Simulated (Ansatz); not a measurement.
**C₂H₄OSn: a ladder of functionals and wavefunction methods**

An exercise on one series of results from a longer session: the logs are not shown, and one member is left open.

Program: Ansatz 0.2.0, Gaussian basis. Level of theory: functionals in def2-TZVPP, the program's frozen cores in correlated methods. These are calculated values, not measurements.

Levels to be run: LDA (SPW92), PBE-D4, revPBE-D4, BLYP-D4, r2SCAN-D4, B97M-V, PBE0-D4, B3LYP-D4, r2SCANh-D4, r2SCAN0-D4, HSE06-D4, BHLYP-D4, CAM-B3LYP-D4, LC-ωPBE, ωB97X-V, ωB97M-V, B2PLYP, PBE-QIDH; CCSD(T)/def2-SVP; CCSD(T)/def2-TZVPP; MP2/def2-QZVPP; extrapolation to the limit; RPA on PBE.

### Structure used throughout

All runs share one geometry, relaxed beforehand with PBE0-D4 in a triple-zeta def2 set. Sn takes the def2 core potential; no spin-orbit term is included.

8 atoms, charge 0, spin multiplicity 1.

Atoms are counted from 1 here; the program's logs count them from 0.

Bond lengths: Sn1–C2 2.100 Å, Sn1–H5 1.704 Å, Sn1–H6 1.703 Å, Sn1–H7 1.699 Å, C2–C3 1.314 Å, C2–O4 1.829 Å, C3–O4 1.296 Å, C3–H8 1.087 Å. Angles: C2–Sn1–H5 105.6°, C2–Sn1–H6 108.4°, C2–Sn1–H7 107.9°, H5–Sn1–H6 112.2°, H5–Sn1–H7 110.9°, H6–Sn1–H7 111.5°, Sn1–C2–C3 143.4°, Sn1–C2–O4 115.8°, C3–C2–O4 45.1°, C2–C3–O4 89.0°, C2–C3–H8 142.2°, O4–C3–H8 128.6°, C2–O4–C3 45.9°.

The first run:

in.yaml

```yaml
crystal:
  periodic: [false, false, false]
  atoms:
    - {symbol: Sn, position_ang: [-0.372550, 1.212864, -0.526741]}
    - {symbol: C, position_ang: [0.391526, -0.726756, -0.272402]}
    - {symbol: C, position_ang: [0.432877, -1.744131, 0.557840]}
    - {symbol: O, position_ang: [1.212991, -1.053745, 1.329159]}
    - {symbol: H, position_ang: [-1.574383, 1.079045, -1.726589]}
    - {symbol: H, position_ang: [-1.006743, 1.739545, 0.963594]}
    - {symbol: H, position_ang: [0.898973, 2.211390, -1.049916]}
    - {symbol: H, position_ang: [0.109509, -2.775411, 0.669155]}
basis:
  gaussian: {orbitals: def2-TZVPP}
hamiltonian: {xc: lda}
output: {orbitals: {seedname: orbitals}}
```

Among the steps run: LDA; PBE-D4 (GGA); revPBE-D4 (GGA); BLYP-D4 (GGA); r2SCAN-D4 (meta-GGA); B97M-V (meta-GGA); PBE0-D4 (hybrid); B3LYP-D4 (hybrid); r2SCANh-D4 (hybrid); r2SCAN0-D4 (hybrid); HSE06-D4 (hybrid); BHLYP-D4 (hybrid); CAM-B3LYP-D4 (range-separated); LC-ωPBE (range-separated); ωB97X-V (range-separated); ωB97M-V (range-separated); B2PLYP (double hybrid); PBE-QIDH (double hybrid).

One table of the session follows, with a row left open; its other results are not shown here.

It belongs to the step «Frontier levels by functional». 

| functional | HOMO (eV) | LUMO (eV) | gap (eV) |
| --- | --- | --- | --- |
| LDA (SPW92) | -5.20 | -3.04 | 2.16 |
| PBE-D4 | -5.04 | -2.78 | 2.26 |
| revPBE-D4 | -4.98 | -2.68 | 2.30 |
| BLYP-D4 | -4.93 | -2.64 | 2.28 |
| r2SCAN-D4 | -5.25 | -2.54 | 2.71 |
| B97M-V | -5.35 | -2.43 | 2.92 |
| PBE0-D4 | -6.28 | -1.67 | 4.61 |
| B3LYP-D4 | -6.07 | -1.93 | 4.15 |
| r2SCANh-D4 | -5.72 | -2.13 | 3.58 |
| r2SCAN0-D4 | -6.43 | -1.54 | 4.89 |
| HSE06-D4 | ? | ? | ? |
| BHLYP-D4 | -7.43 | -0.49 | 6.93 |
| CAM-B3LYP-D4 | -7.63 | -0.51 | 7.12 |
| LC-ωPBE | -8.94 | 0.70 | 9.64 |
| ωB97X-V | -8.60 | 0.62 | 9.21 |
| ωB97M-V | -8.51 | 0.50 | 9.01 |

Q: Estimate the row for HSE06-D4 from the others.

As computed: HOMO (eV): -5.88; LUMO (eV): -2.06; gap (eV): 3.82. In the column «HOMO (eV)» it lies between B3LYP-D4 (-6.07) and r2SCANh-D4 (-5.72).
